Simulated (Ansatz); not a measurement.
# Ir (hcp type): the cost of one run

Program: Ansatz 0.2.0. Level of theory: DFT, PBEsol, PAW with Ansatz's default frozen-core files, scalar-relativistic. These are calculated values, not measurements.

## Step 1: The structure to begin with

The structure is hexagonal, space group P6_3/mmc (No. 194). The conventional cell has a = 2.716 Å, b = 2.716 Å, c = 4.400 Å, α = 90.00°, β = 90.00°, γ = 120.00°. Ir (site symmetry -6m2) has 12 Ir at 2.70 to 2.72 Å in its first shell of neighbours.

Structure file:

```cif
data_structure
_symmetry_space_group_name_H-M 'P6_3/mmc'
_symmetry_Int_Tables_number 194
_cell_length_a 2.7162
_cell_length_b 2.7162
_cell_length_c 4.4002
_cell_angle_alpha 90.000
_cell_angle_beta 90.000
_cell_angle_gamma 120.000
_cell_volume 28.11
loop_
_atom_site_label
_atom_site_type_symbol
_atom_site_symmetry_multiplicity
_atom_site_Wyckoff_symbol
_atom_site_fract_x
_atom_site_fract_y
_atom_site_fract_z
_atom_site_occupancy
Ir1 Ir 2 c 0.33333 0.66667 0.25000 1
```

The file gives the conventional cell by its symmetry; the runs use the cell typed in the input.

Whether this phase is the stable one at these pressures isn't tested.

Atoms are numbered in the order of the input: Ir1, Ir2.

## Step 2: Cell relaxed at zero pressure, PAW

input.yaml

```yaml
crystal:
  lattice:
    - [2.7161828208, 0.0, 0.0]
    - [-1.3580914104, 2.3522833242, 0.0]
    - [0.0, 0.0, 4.4002161698]
  atoms:
    - { symbol: Ir, position: [0.3333333333, 0.6666666667, 0.25] }
    - { symbol: Ir, position: [0.6666666667, 0.3333333333, 0.75] }
kpoints:
  mp_grid: { grid: [16, 16, 9] }
scf:
  occupations: { method: fermi_dirac, width: 0.08 }
hamiltonian:
  xc: pbesol
  pseudopotentials: { kind: paw }
output:
  forces: true
  stress: true
relax:
  f_tol: 0.005
  max_steps: 40
  cell: {}
```

Run with:

```bash
ansatz run input.yaml --threads 1 --pin off --max-ram 2048MiB --backend cpu --events-out ev --progress --plain --runs-dir out
```

Q: Estimate wall time and peak memory on 1 thread of Arm Neoverse V1, shared host.

About 18 s, with a peak of 0.35 GiB.
